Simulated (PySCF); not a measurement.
# CH3B2BrF (SMILES FB[CH]BBr) at UCCSD(T)/3-21G

What is the vertical doublet–quartet gap of CH3B2BrF at UCCSD(T)/3-21G? Input form: a Python script.

The calculation is run with PySCF 2.14.0.

## Step 1: The structure to begin with

CH3B2BrF has 8 atoms, charge 0, and is taken as a doublet. SMILES: `FB[CH]BBr`. Geometry: relaxed at GFN2-xTB. This is one conformer, not always the lowest.

Bond lengths: F1–B2 1.322 Å, B2–C3 1.540 Å, C3–B4 1.505 Å, B4–Br5 1.885 Å, B2–H6 1.175 Å, C3–H7 1.086 Å, B4–H8 1.173 Å. Angles: F1–B2–C3 119.1°, B2–C3–B4 126.7°, C3–B4–Br5 120.6°, F1–B2–H6 116.6°, C3–B2–H6 124.3°, B2–C3–H7 115.2°, B4–C3–H7 118.0°, C3–B4–H8 122.8°, Br5–B4–H8 116.6°.

## Step 2: A single-point energy at UCCSD(T)/3-21G

File run.py:

```python
# FB[CH]BBr
from pyscf import gto, cc

mol = gto.Mole()
mol.atom = '''
F      1.754667     0.136986     4.421147
B      0.665788     0.896902     2.304842
C      0.674216    -0.873885    -0.003534
B     -0.986702    -0.677202    -2.304408
Br    -2.353654     2.460934    -3.293528
H     -0.203939     2.939715     2.311381
H      1.979564    -2.452222     0.110643
H     -1.529941    -2.431227    -3.546525
'''
mol.verbose = 4
mol.basis = '3-21g'
mol.unit = 'bohr'
mol.spin = 1
mol.max_memory = 1860
mol.build()

myscf = mol.UHF()
myscf.conv_tol = 1e-10
myscf.kernel()
if not myscf.converged:
    myscf = myscf.newton().run(myscf.mo_coeff, myscf.mo_occ)

mycc = cc.CCSD(myscf, frozen=13)
mycc.kernel()
e_t = mycc.ccsd_t()
energy = mycc.e_tot + e_t
print('E = %.10f Eh' % energy)
```

Started as:

```
$ OMP_NUM_THREADS=1 python run.py
```

What it wrote:

```text
PySCF version 2.14.0

[INPUT] num. atoms = 8
[INPUT] num. electrons = 63
[INPUT] charge = 0
[INPUT] spin (= nelec alpha-beta = 2S) = 1
[INPUT] symmetry False subgroup None
[INPUT] Mole.unit = bohr
[INPUT] Symbol           X                Y                Z      unit          X                Y                Z       unit  Magmom
[INPUT]  1 F      0.928529789153   0.072489869415   2.339570238527 AA    1.754667000000   0.136986000000   4.421147000000 Bohr   0.0
[INPUT]  2 B      0.352319836904   0.474620098829   1.219669861171 AA    0.665788000000   0.896902000000   2.304842000000 Bohr   0.0
[INPUT]  3 C      0.356779742438  -0.462440026965  -0.001870112263 AA    0.674216000000  -0.873885000000  -0.003534000000 Bohr   0.0
[INPUT]  4 B     -0.522140212369  -0.358359865589  -1.219440198262 AA   -0.986702000000  -0.677202000000  -2.304408000000 Bohr   0.0
[INPUT]  5 Br    -1.245500059191   1.302270190378  -1.742859961127 AA   -2.353654000000   2.460934000000  -3.293528000000 Bohr   0.0
[INPUT]  6 H     -0.107919871218   1.555630184600   1.223130150953 AA   -0.203939000000   2.939715000000   2.311381000000 Bohr   0.0
[INPUT]  7 H      1.047540156358  -1.297659998517   0.058549754148 AA    1.979564000000  -2.452222000000   0.110643000000 Bohr   0.0
[INPUT]  8 H     -0.809609911252  -1.286549922973  -1.876740207958 AA   -1.529941000000  -2.431227000000  -3.546525000000 Bohr   0.0

nuclear repulsion = 246.905428775098
number of shells = 36
number of NR pGTOs = 123
number of NR cGTOs = 64
basis = 3-21g
ecp = {}

******** <class 'pyscf.scf.uhf.UHF'> ********
method = UHF
initial guess = minao
damping factor = 0
level_shift factor = 0
DIIS = <class 'pyscf.scf.diis.CDIIS'>
diis_start_cycle = 1
diis_space = 8
diis_damp = 0
SCF conv_tol = 1e-10
SCF conv_tol_grad = None
SCF max_cycles = 50
direct_scf = True
direct_scf_tol = 1e-13
number electrons alpha = 32  beta = 31
Set gradient conv threshold to 1e-05
init E= -2745.28306848689
[... the frontier-level lines of each cycle are left out ...]

cycle= 1 E= -2747.40595866621  delta_E= -2.12  |g|= 0.374  |ddm|= 1.82
cycle= 2 E= -2747.48264989758  delta_E= -0.0767  |g|= 0.197  |ddm|= 0.672
cycle= 3 E= -2747.49813309675  delta_E= -0.0155  |g|= 0.04  |ddm|= 0.219
cycle= 4 E= -2747.49990198062  delta_E= -0.00177  |g|= 0.0132  |ddm|= 0.0727
cycle= 5 E= -2747.50018948907  delta_E= -0.000288  |g|= 0.00708  |ddm|= 0.0258
cycle= 6 E= -2747.50032855728  delta_E= -0.000139  |g|= 0.00319  |ddm|= 0.0211
cycle= 7 E= -2747.5003625361  delta_E= -3.4e-05  |g|= 0.00108  |ddm|= 0.0122
cycle= 8 E= -2747.50036697739  delta_E= -4.44e-06  |g|= 0.00049  |ddm|= 0.00367
cycle= 9 E= -2747.50036800401  delta_E= -1.03e-06  |g|= 0.00021  |ddm|= 0.00166
cycle= 10 E= -2747.50036820925  delta_E= -2.05e-07  |g|= 9.44e-05  |ddm|= 0.000769
cycle= 11 E= -2747.50036824504  delta_E= -3.58e-08  |g|= 3.94e-05  |ddm|= 0.000355
cycle= 12 E= -2747.50036825021  delta_E= -5.17e-09  |g|= 1.37e-05  |ddm|= 0.000147
cycle= 13 E= -2747.50036825068  delta_E= -4.72e-10  |g|= 6.16e-06  |ddm|= 4.08e-05
cycle= 14 E= -2747.50036825076  delta_E= -8e-11  |g|= 2.55e-06  |ddm|= 1.71e-05
Extra cycle  E= -2747.50036825078  delta_E= -1.32e-11  |g|= 1.54e-06  |ddm|= 4.65e-06
converged SCF energy = -2747.50036825078  <S^2> = 0.75611194  2S+1 = 2.0061026

******** <class 'pyscf.cc.uccsd.UCCSD'> ********
CC2 = 0
CCSD nocc = (np.int64(19), np.int64(18)), nmo = (51, 51)
frozen orbitals 13
max_cycle = 50
direct = 0
conv_tol = 1e-07
conv_tol_normt = 1e-06
diis_space = 6
diis_start_cycle = 0
diis_start_energy_diff = 1e+09
Init t2, MP2 energy = -0.319539483425328
Init E_corr(UCCSD) = -0.319539483428333
cycle = 1  E_corr(UCCSD) = -0.335360997474575  dE = -0.015821514  norm(t1,t2) = 0.100677
cycle = 2  E_corr(UCCSD) = -0.34754334675124  dE = -0.0121823493  norm(t1,t2) = 0.0328924
cycle = 3  E_corr(UCCSD) = -0.349341958549376  dE = -0.0017986118  norm(t1,t2) = 0.0217116
cycle = 4  E_corr(UCCSD) = -0.352588773944707  dE = -0.0032468154  norm(t1,t2) = 0.0118139
cycle = 5  E_corr(UCCSD) = -0.352251310863105  dE = 0.000337463082  norm(t1,t2) = 0.00480662
cycle = 6  E_corr(UCCSD) = -0.352163317219537  dE = 8.79936436e-05  norm(t1,t2) = 0.00219825
cycle = 7  E_corr(UCCSD) = -0.352237993838776  dE = -7.46766192e-05  norm(t1,t2) = 0.00102919
cycle = 8  E_corr(UCCSD) = -0.352244348427581  dE = -6.3545888e-06  norm(t1,t2) = 0.000359878
cycle = 9  E_corr(UCCSD) = -0.352247148160952  dE = -2.79973337e-06  norm(t1,t2) = 0.000177691
cycle = 10  E_corr(UCCSD) = -0.352245038720942  dE = 2.10944001e-06  norm(t1,t2) = 0.000103052
cycle = 11  E_corr(UCCSD) = -0.352244568657407  dE = 4.70063534e-07  norm(t1,t2) = 5.95403e-05
cycle = 12  E_corr(UCCSD) = -0.352244049364329  dE = 5.19293078e-07  norm(t1,t2) = 3.79425e-05
cycle = 13  E_corr(UCCSD) = -0.352243531050603  dE = 5.18313725e-07  norm(t1,t2) = 2.27621e-05
cycle = 14  E_corr(UCCSD) = -0.352243492261793  dE = 3.87888107e-08  norm(t1,t2) = 1.32785e-05
cycle = 15  E_corr(UCCSD) = -0.352243510457546  dE = -1.81957528e-08  norm(t1,t2) = 6.94716e-06
cycle = 16  E_corr(UCCSD) = -0.352243565371947  dE = -5.49144011e-08  norm(t1,t2) = 3.05414e-06
cycle = 17  E_corr(UCCSD) = -0.352243554448367  dE = 1.09235792e-08  norm(t1,t2) = 1.59784e-06
cycle = 18  E_corr(UCCSD) = -0.352243549055754  dE = 5.39261308e-09  norm(t1,t2) = 8.66095e-07
UCCSD converged
E(UCCSD) = -2747.852611799833  E_corr = -0.3522435490557544
UCCSD(T) correction = -0.00850150985898497
E = -2747.8611133097 Eh
```

It took 59 s on 1 thread of Arm Neoverse V2, shared host; peak memory 0.41 GiB.

## Step 3: The quartet, same level

File mol.xyz:

```xyz
8
CH3B2BrF
F      0.928530     0.072490     2.339570
B      0.352320     0.474620     1.219670
C      0.356780    -0.462440    -0.001870
B     -0.522140    -0.358360    -1.219440
Br    -1.245500     1.302270    -1.742860
H     -0.107920     1.555630     1.223130
H      1.047540    -1.297660     0.058550
H     -0.809610    -1.286550    -1.876740
```

File input.py:

```python
from pyscf import gto, scf, cc

mol = gto.Mole()
mol.atom = 'mol.xyz'
mol.basis = '3-21g'
mol.spin = 3
mol.max_memory = 1860
mol.verbose = 3
mol.build()

mf = scf.UHF(mol)
mf.conv_tol = 1e-10
mf.kernel()
if not mf.converged:
    mf = mf.newton().run(mf.mo_coeff, mf.mo_occ)

mycc = cc.CCSD(mf, frozen=13)
mycc.kernel()
e_t = mycc.ccsd_t()
etot = mycc.e_tot + e_t
print('Final energy', etot)
```

Started as:

```
$ OMP_NUM_THREADS=1 python input.py
```

What it wrote:

```text
WARN: HOMO 0.0245870754500492 >= LUMO -0.320184824615279

converged SCF energy = -2747.2979925528  <S^2> = 3.7613664  2S+1 = 4.0056792
E(UCCSD) = -2747.6504801135  E_corr = -0.3524875607028869
UCCSD(T) correction = -0.00884112920707261
Final energy -2747.6593212427074
```

Wall time 73 s (1 thread of Arm Neoverse V2, shared host); peak memory 0.39 GiB.

## Step 4: Results

Level: UCCSD(T)/3-21G, 13 core orbitals frozen.

| quantity | value |
| --- | --- |
| doublet: total energy | -2747.86111 Eh |
| doublet: dipole moment (Hartree–Fock density) | 1.33 D |
| doublet: HOMO energy (Hartree–Fock orbitals) (highest over α and β) | -10.90 eV |
| doublet: LUMO energy (Hartree–Fock orbitals) (lowest over α and β) | -0.19 eV |
| doublet: correlation energy (13 core orbitals frozen) | -360.7 mEh |
| doublet: (T) correction | -8.50 mEh |
| doublet: ⟨S²⟩ of the reference determinant | 0.756 |
| doublet: T1 diagnostic | 0.017 |
| quartet: total energy | -2747.65932 Eh |
| quartet: dipole moment (Hartree–Fock density) | 4.03 D |
| quartet: HOMO energy (Hartree–Fock orbitals) (highest over α and β) | -5.26 eV |
| quartet: LUMO energy (Hartree–Fock orbitals) (lowest over α and β) | -2.96 eV |
| quartet: correlation energy (13 core orbitals frozen) | -361.3 mEh |
| quartet: (T) correction | -8.84 mEh |
| quartet: ⟨S²⟩ of the reference determinant | 3.761 |
| quartet: T1 diagnostic | 0.030 |
| vertical energy of the quartet above the doublet | 5.491 eV |

What this shows: At this shape the quartet lies 5.49 eV (530 kJ/mol) above the doublet. The triples (doublet) make up 2.4 % of the correlation energy. Mulliken charges (quartet) of the mean-field density run from -0.79 on C3 to +0.75 on B2. The triples (quartet) make up 2.4 % of the correlation energy.
